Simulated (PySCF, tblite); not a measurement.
# C4H11FOSi: a rotation path, then NMR shifts on frames, part 1 of 2

Aim: move C4H11FOSi (`CO[SiH2]CCCF`) away from its starting geometry and see how NMR shifts follow the geometry.

Computed with tblite 0.8.0 and PySCF 2.14.0, with density-fitted response routines of our own, on a single molecule in the gas phase. Atoms count from 0, in the outputs and in this text.

## (1) Starting geometry

18 atoms, charge 0, multiplicity 1; geometry from: GFN2-xTB.

Bonds of the start (Å): C0–O1 1.39, O1–Si2 1.62, Si2–C3 1.89, C3–C4 1.52, C4–C5 1.52, C5–F6 1.38, C0–H7 1.09, C0–H8 1.09, C0–H9 1.09, Si2–H10 1.47, Si2–H11 1.47, C3–H12 1.09, C3–H13 1.09, C4–H14 1.09, C4–H15 1.09, C5–H16 1.10, C5–H17 1.10.

## (2) The rotation path with GFN2-xTB

What the job is given:

```
{"job": {"kind": "neb", "xc": "GFN2-xTB", "basis": "xTB", "atoms": [3, 4, 5, 6], "turn": 120}, "charge": 0, "multiplicity": 1}
C      3.544718    -0.435600    -0.377640
O      2.227380     0.009764    -0.483477
Si     0.878637    -0.735839     0.017016
C     -0.477825     0.471043    -0.517471
C     -1.852456    -0.011538    -0.081358
C     -2.945242     0.938745    -0.547722
F     -4.177567     0.518696    -0.102548
H      3.696538    -1.334533    -0.979229
H      3.796859    -0.665942     0.659633
H      4.200466     0.356132    -0.741049
H      0.712871    -2.047579    -0.623283
H      0.896248    -0.940968     1.470713
H     -0.468846     0.590869    -1.601828
H     -0.294728     1.460699    -0.096882
H     -1.895268    -0.089053     1.006107
H     -2.049607    -1.004335    -0.488648
H     -3.005171     0.978361    -1.640577
H     -2.795766     1.947394    -0.148175
```

Level: GFN2-xTB climbing-image nudged elastic band, gas phase.

Launch:

```
OMP_NUM_THREADS=1 python probes_run.py task.json out
```

This one command runs all jobs of the session in turn.

The log of the run:

```text
image   E - E0 / eV
  0       0.0000
  1       0.0179
  2       0.0485
  3       0.0789
  4       0.0950
  5       0.0885
  6       0.0638
  7       0.0347
  8       0.0182
```

Run time: 11 s. Hardware: 1 thread of Intel Xeon at 2.50GHz, shared host; peak memory 0.18 GiB.

The final band, with the dihedral C3–C4–C5–F6:

| image | dihedral (°) | energy (eV) | energy (kcal/mol) |
| --- | --- | --- | --- |
| 0 | -178 | 0.000 | 0.0 |
| 1 | -163 | 0.018 | 0.4 |
| 2 | -149 | 0.048 | 1.1 |
| 3 | -136 | 0.079 | 1.8 |
| 4 | -122 | 0.095 | 2.2 |
| 5 | -108 | 0.088 | 2.0 |
| 6 | -95 | 0.064 | 1.5 |
| 7 | -81 | 0.035 | 0.8 |
| 8 | -66 | 0.018 | 0.4 |

## (3) NMR shieldings: image 0, PBE0/pcSseg-1

What the job is given:

```
{"job": {"kind": "nmr", "xc": "PBE0", "basis": "pcSseg-1", "pop": false}, "charge": 0, "multiplicity": 1}
C      3.544700    -0.435600    -0.377600
O      2.227400     0.009800    -0.483500
Si     0.878600    -0.735800     0.017000
C     -0.477800     0.471000    -0.517500
C     -1.852500    -0.011500    -0.081400
C     -2.945200     0.938700    -0.547700
F     -4.177600     0.518700    -0.102500
H      3.696500    -1.334500    -0.979200
H      3.796900    -0.665900     0.659600
H      4.200500     0.356100    -0.741000
H      0.712900    -2.047600    -0.623300
H      0.896200    -0.941000     1.470700
H     -0.468800     0.590900    -1.601800
H     -0.294700     1.460700    -0.096900
H     -1.895300    -0.089100     1.006100
H     -2.049600    -1.004300    -0.488600
H     -3.005200     0.978400    -1.640600
H     -2.795800     1.947400    -0.148200
```

Method: GIAO PBE0/pcSseg-1 NMR shielding, non-relativistic, gas phase.

The log of the run:

```text
coarse grid: 14960 points
cycle   1  E = -622.9159355725  dE =  6.225e-01  |g| = 7.898e-01  |ddm| = 3.550e+00
cycle   2  E = -622.7807901528  dE =  1.351e-01  |g| = 1.181e+00  |ddm| = 1.639e+00
cycle   3  E = -623.0263514604  dE = -2.456e-01  |g| = 1.071e-01  |ddm| = 1.127e+00
cycle   4  E = -623.0281882937  dE = -1.837e-03  |g| = 4.804e-02  |ddm| = 1.122e-01
cycle   5  E = -623.0286308488  dE = -4.426e-04  |g| = 6.923e-03  |ddm| = 3.712e-02
cycle   6  E = -623.0286374924  dE = -6.644e-06  |g| = 3.072e-03  |ddm| = 5.746e-03
final grid: 138664 points
cycle   7  E = -623.0868451264  dE = -3.505e-05  |g| = 1.017e-02  |ddm| = 2.257e-02
cycle   8  E = -623.0868263945  dE =  1.873e-05  |g| = 1.448e-02  |ddm| = 1.571e-02
cycle   9  E = -623.0868643599  dE = -3.797e-05  |g| = 1.241e-03  |ddm| = 1.001e-02
cycle  10  E = -623.0868646798  dE = -3.198e-07  |g| = 1.877e-04  |ddm| = 1.225e-03
cycle  11  E = -623.0868646871  dE = -7.389e-09  |g| = 5.917e-05  |ddm| = 2.017e-04
cycle  12  E = -623.0868646878  dE = -6.952e-10  |g| = 1.861e-05  |ddm| = 6.019e-05
converged SCF energy = -623.0868646878

GIAO shielding tensors (ppm)
atom      isotropic    diamagn.    paramagn.     s11        s22        s33       span
  0 C      132.685     239.519    -106.835    105.539    106.863    185.651     80.112
  1 O      338.494     401.242     -62.748    297.377    358.755    359.351     61.974
  2 Si     362.831     882.277    -519.446    311.889    338.636    437.968    126.079
  3 C      177.076     256.502     -79.426    165.656    172.486    193.086     27.430
  4 C      161.678     248.368     -86.690    147.185    164.499    173.351     26.166
  5 C       96.904     243.086    -146.181     54.133     80.129    156.451    102.317
  6 F      409.553     466.192     -56.638    382.368    389.658    456.633     74.265
  7 H       27.983      27.007       0.976     23.828     25.655     34.467     10.640
  8 H       28.053      27.425       0.627     23.974     25.709     34.475     10.501
  9 H       27.717      26.857       0.861     23.310     25.485     34.357     11.047
 10 H       26.835      31.398      -4.562     23.536     25.942     31.027      7.491
 11 H       26.845      31.608      -4.763     23.547     25.977     31.012      7.465
 12 H       31.113      34.212      -3.098     26.238     30.638     36.463     10.226
 13 H       31.090      34.723      -3.633     26.179     30.553     36.539     10.360
 14 H       30.188      31.804      -1.616     25.487     30.054     35.022      9.534
 15 H       30.205      31.360      -1.155     25.505     30.144     34.966      9.461
 16 H       27.050      28.379      -1.329     22.604     28.988     29.559      6.956
 17 H       27.087      28.657      -1.570     22.540     29.055     29.666      7.126
```

Wall time 2.5 min (1 thread of Intel Xeon at 2.50GHz, shared host); peak memory 0.81 GiB.

The references, computed at this level on geometries of the same kind, shield at (ppm): ¹H TMS 31.72, ¹³C TMS 186.9, ²⁹Si TMS 349.2, ¹⁹F CFCl3 170.9, ¹⁷O H2O 336.1. Their shielding less the atom's gives the shift. The references are single molecules in the gas phase, so shifts against H2O, NH3, PH3, H3PO4 or CFCl3 are not on the usual liquid scales and can be off by tens of ppm. Each atom is listed at this fixed geometry, with no averaging over motion; a spectrum would average atoms that exchange fast.

| atoms | environment | σ (ppm) | δ (ppm) |
| --- | --- | --- | --- |
| C5 | sp3 CH2 bonded to F | 96.9 | 90.0 |
| C0 | methyl carbon bonded to O | 132.7 | 54.2 |
| C4 | sp3 CH2 | 161.7 | 25.2 |
| C3 | sp3 CH2 bonded to Si | 177.1 | 9.8 |
| H10 | hydrogen on a silicon bonded to C, O | 26.84 | 4.88 |
| H11 | hydrogen on a silicon bonded to C, O | 26.85 | 4.87 |
| H16 | hydrogen on an sp3 CH2 bonded to F | 27.05 | 4.67 |
| H17 | hydrogen on an sp3 CH2 bonded to F | 27.09 | 4.63 |
| H9 | hydrogen on a methyl carbon bonded to O | 27.72 | 4.00 |
| H7 | hydrogen on a methyl carbon bonded to O | 27.98 | 3.73 |
| H8 | hydrogen on a methyl carbon bonded to O | 28.05 | 3.66 |
| H14 | hydrogen on an sp3 CH2 | 30.19 | 1.53 |
| H15 | hydrogen on an sp3 CH2 | 30.20 | 1.51 |
| H13 | hydrogen on an sp3 CH2 bonded to Si | 31.09 | 0.63 |
| H12 | hydrogen on an sp3 CH2 bonded to Si | 31.11 | 0.60 |
| O1 | oxygen bonded to C, Si | 338.5 | -2.4 |
| Si2 | silicon bonded to C, O, 2 H | 362.8 | -13.7 |
| F6 | fluorine on an sp3 carbon | 409.6 | -238.6 |

Orbitals, density, ELF and potential are computed afterwards from the orbital file.

Frontier orbitals at PBE0/pcSseg-1, with the share of their density that lies nearest to each atom:

| orbital | energy (eV) | lies on |
| --- | --- | --- |
| HOMO | -8.13 | O1 54 %; H10, H11 about 12 % each; H7, H8 about 8 % each |
| LUMO | 0.63 | Si2 17 %; H10, H11 about 16 % each; O1 8 % |

ELF in a plane through or near 8 of the atoms.

Values, 10 rows by 14 columns:
```
0.00 0.00 0.00 0.00 0.00 0.00 0.00 0.00 0.00 0.00 0.00 0.00 0.00 0.00
0.00 0.00 0.00 0.00 0.00 0.00 0.00 0.00 0.00 0.00 0.00 0.00 0.00 0.00
0.00 0.00 0.60 0.88 0.00 0.04 0.00 0.03 0.03 0.00 0.03 0.00 0.00 0.00
0.00 0.01 0.98 0.99 0.19 0.75 0.01 0.43 0.24 0.07 0.47 0.02 0.00 0.00
0.00 0.00 0.28 0.23 0.82 0.75 0.31 0.10 0.61 0.51 0.16 0.24 0.13 0.00
0.00 0.00 0.12 0.60 0.52 0.69 0.14 0.83 0.87 0.88 0.53 0.71 0.39 0.00
0.00 0.00 0.04 0.28 0.02 0.10 0.28 0.22 0.51 0.50 0.22 0.83 0.15 0.00
0.00 0.00 0.00 0.01 0.01 0.28 0.33 0.02 0.13 0.12 0.01 0.14 0.00 0.00
0.00 0.00 0.00 0.00 0.00 0.02 0.03 0.00 0.01 0.01 0.00 0.00 0.00 0.00
0.00 0.00 0.00 0.00 0.00 0.00 0.00 0.00 0.00 0.00 0.00 0.00 0.00 0.00
```
The map spans 13.6 Å across and 8.2 Å up, centred on the molecule. Atoms in the plane (x, y in Å): C0 (-3.6, 0.3), O1 (-2.2, 0.5), Si2 (-1.0, -0.6), C3 (0.6, 0.4), C4 (1.8, -0.5), C5 (3.1, 0.4), F6 (4.2, -0.4), H9 (-4.0, 1.3).

On the surface of density 0.002 e/bohr³ the electrostatic potential runs, from the 1st to the 99th percentile, from -1.18 V near F6 to 1.02 V near H11.

## (4) Nuclear shieldings: image 2, PBE0/pcSseg-1

What the job is given:

```
{"job": {"kind": "nmr", "xc": "PBE0", "basis": "pcSseg-1", "pop": false}, "charge": 0, "multiplicity": 1}
C      3.550000    -0.406800    -0.316400
O      2.228500     0.023400    -0.433200
Si     0.872300    -0.763800    -0.026200
C     -0.471400     0.468600    -0.536600
C     -1.853100    -0.037800    -0.147100
C     -2.962400     0.929600    -0.553000
F     -4.019800     0.849400     0.325200
H      3.727900    -1.280700    -0.948500
H      3.787100    -0.671800     0.716900
H      4.197800     0.410000    -0.637900
H      0.739900    -2.040700    -0.740600
H      0.843800    -1.045900     1.415200
H     -0.440900     0.658200    -1.610500
H     -0.287600     1.427500    -0.049800
H     -1.898900    -0.167800     0.935400
H     -2.037800    -1.012600    -0.601200
H     -3.367700     0.698900    -1.543300
H     -2.616500     1.968600    -0.524800
```

Method: GIAO PBE0/pcSseg-1 NMR shielding, non-relativistic, gas phase.

The log of the run:

```text
coarse grid: 14960 points
cycle   1  E = -622.9121484349  dE =  6.168e-01  |g| = 7.922e-01  |ddm| = 3.549e+00
cycle   2  E = -622.7746647990  dE =  1.375e-01  |g| = 1.188e+00  |ddm| = 1.638e+00
cycle   3  E = -623.0233886655  dE = -2.487e-01  |g| = 1.063e-01  |ddm| = 1.130e+00
cycle   4  E = -623.0251863579  dE = -1.798e-03  |g| = 4.840e-02  |ddm| = 1.113e-01
cycle   5  E = -623.0256374338  dE = -4.511e-04  |g| = 7.042e-03  |ddm| = 3.751e-02
cycle   6  E = -623.0256444119  dE = -6.978e-06  |g| = 3.092e-03  |ddm| = 5.867e-03
final grid: 138664 points
cycle   7  E = -623.0839167134  dE = -3.629e-05  |g| = 1.016e-02  |ddm| = 2.259e-02
cycle   8  E = -623.0838978149  dE =  1.890e-05  |g| = 1.451e-02  |ddm| = 1.571e-02
cycle   9  E = -623.0839358361  dE = -3.802e-05  |g| = 1.218e-03  |ddm| = 1.003e-02
cycle  10  E = -623.0839361447  dE = -3.087e-07  |g| = 1.974e-04  |ddm| = 1.216e-03
cycle  11  E = -623.0839361530  dE = -8.292e-09  |g| = 5.908e-05  |ddm| = 2.097e-04
cycle  12  E = -623.0839361537  dE = -6.972e-10  |g| = 1.858e-05  |ddm| = 6.010e-05
converged SCF energy = -623.0839361537

GIAO shielding tensors (ppm)
atom      isotropic    diamagn.    paramagn.     s11        s22        s33       span
  0 C      132.527     239.459    -106.932    105.429    106.743    185.408     79.979
  1 O      338.290     401.331     -63.040    296.357    358.927    359.587     63.230
  2 Si     363.430     882.261    -518.831    313.610    338.679    438.001    124.391
  3 C      173.771     256.033     -82.262    154.356    176.111    190.847     36.491
  4 C      161.520     248.975     -87.456    141.610    166.388    176.561     34.951
  5 C       96.577     242.483    -145.906     55.089     81.253    153.390     98.300
  6 F      403.694     467.219     -63.524    362.113    382.054    466.917    104.804
  7 H       27.981      26.937       1.044     23.819     25.656     34.467     10.648
  8 H       28.017      27.410       0.607     23.953     25.675     34.423     10.469
  9 H       27.692      26.851       0.842     23.267     25.477     34.333     11.066
 10 H       26.873      31.357      -4.484     23.587     25.936     31.094      7.507
 11 H       26.840      31.625      -4.785     23.573     26.012     30.936      7.363
 12 H       31.008      33.943      -2.935     26.311     30.556     36.159      9.848
 13 H       30.904      34.586      -3.682     26.212     30.405     36.095      9.883
 14 H       30.248      32.005      -1.757     25.305     30.463     34.976      9.671
 15 H       30.007      31.495      -1.488     25.201     30.128     34.692      9.492
 16 H       26.727      27.700      -0.973     22.738     27.975     29.468      6.730
 17 H       27.299      28.657      -1.357     22.478     28.868     30.551      8.073
```

Wall time 1.9 min (1 thread of Intel Xeon at 2.50GHz, shared host); peak memory 0.83 GiB.

In short: δ C5 90.3, C0 54.4, C4 25.4, C3 13.2, H16 4.99, H11 4.88 ppm.

(Continued in part 2 of 2.)
